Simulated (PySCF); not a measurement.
# IrN₂: structure of the quartet

The task is one start of a wider search on IrN₂: the quartet, from a PBE0 minimum start. It is relaxed, tested by its Hessian and followed downhill if it is a saddle.

The runs use PySCF 2.14.0; PBE0, basis Ir def2-TZVP with ECP60, N def2-TZVP, scalar-relativistic core potentials, no spin–orbit coupling, density fitting.

### 1 Starting geometry

3 atoms, charge 0, spin multiplicity 4.

Bond lengths: Ir1–N2 2.043 Å, N2–N3 1.102 Å. Angles: Ir1–N2–N3 180.0°.

```xyz
3
charge 0 multiplicity 4
Ir    0.3288    0.0000    0.0000
N    -1.7142    0.0000    0.0000
N    -2.8163    0.0000    0.0000
```

### 2 Finding the electronic state

One driver script runs all steps and calls PySCF; scf.py shows how it sets up the SCF of each step. The optimiser is the driver's own. After this first run the driver tries any further starts and a stability analysis.

Input file scf.py:

```python
from pyscf import gto, scf, dft
mol = gto.M(atom='''
Ir     0.328780     0.000000     0.000000
N     -1.714240    -0.000000     0.000000
N     -2.816310    -0.000000     0.000000''',
    basis={'Ir': 'def2-TZVP', 'N': 'def2-TZVP'},
    ecp={'Ir': 'def2-TZVP'},
    charge=0, spin=3)
mf = dft.UKS(mol, xc='PBE0')
mf.grids.atom_grid = (50, 194)
aux = {'Ir': 'def2-universal-JKFIT', 'N': 'def2-universal-JKFIT'}
mf = mf.density_fit(auxbasis=aux)
mf.conv_tol = 1e-08
mf.diis_space = 10
mf.max_cycle = 60
mf.init_guess = 'minao'
mf.verbose = 4
mf.kernel()
```

Command:

```console
> OMP_NUM_THREADS=4 python axn.py task.json out
```

After this run come: Relaxation: PBE0 minimum start, quartet; Hessian and properties.

Before running it: what results should come out? Wanted: minimum; geometry; wavenumbers; dipole moment; highest occupied, lowest empty level; polar-tensor charge of Ir1; zero-point energy; atomisation energy; ⟨S²⟩.

As calculated:

```
                                          quantity                                     value
                                           minimum                              quartet, C∞v
                                          geometry  Ir–N 2.043 Å, N–N 1.102 Å; Ir–N–N 180.0°
                                wavenumbers (cm⁻¹)               85 (π), 282 (σ+), 2323 (σ+)
                                     dipole moment                                    1.00 D
highest occupied, lowest empty level (either spin)                           -5.43, -3.50 eV
                        polar-tensor charge of Ir1                                   -0.16 e
                                 zero-point energy                               16.6 kJ/mol
                               entropy at 298.15 K                           297.7 J/(mol K)
         atomisation energy (no zero-point energy)                                986 kJ/mol
                                              ⟨S²⟩                                     3.771
```

In words: The PBE0 minimum start keeps its C∞v symmetry and ends in a minimum. The strongest infrared band lies at 2323 cm⁻¹ (σ+). Most of the spin sits on Ir1 (Mulliken spin 3.06, against 3 for the whole molecule). The first SCF alone would have been 41 kJ/mol too high. Other starts or spin states, not run here, may lie lower. Open d and f shells are described by one determinant, and the ground state may have another occupation or spin. Spin–orbit coupling, left out here, can matter for elements this heavy.
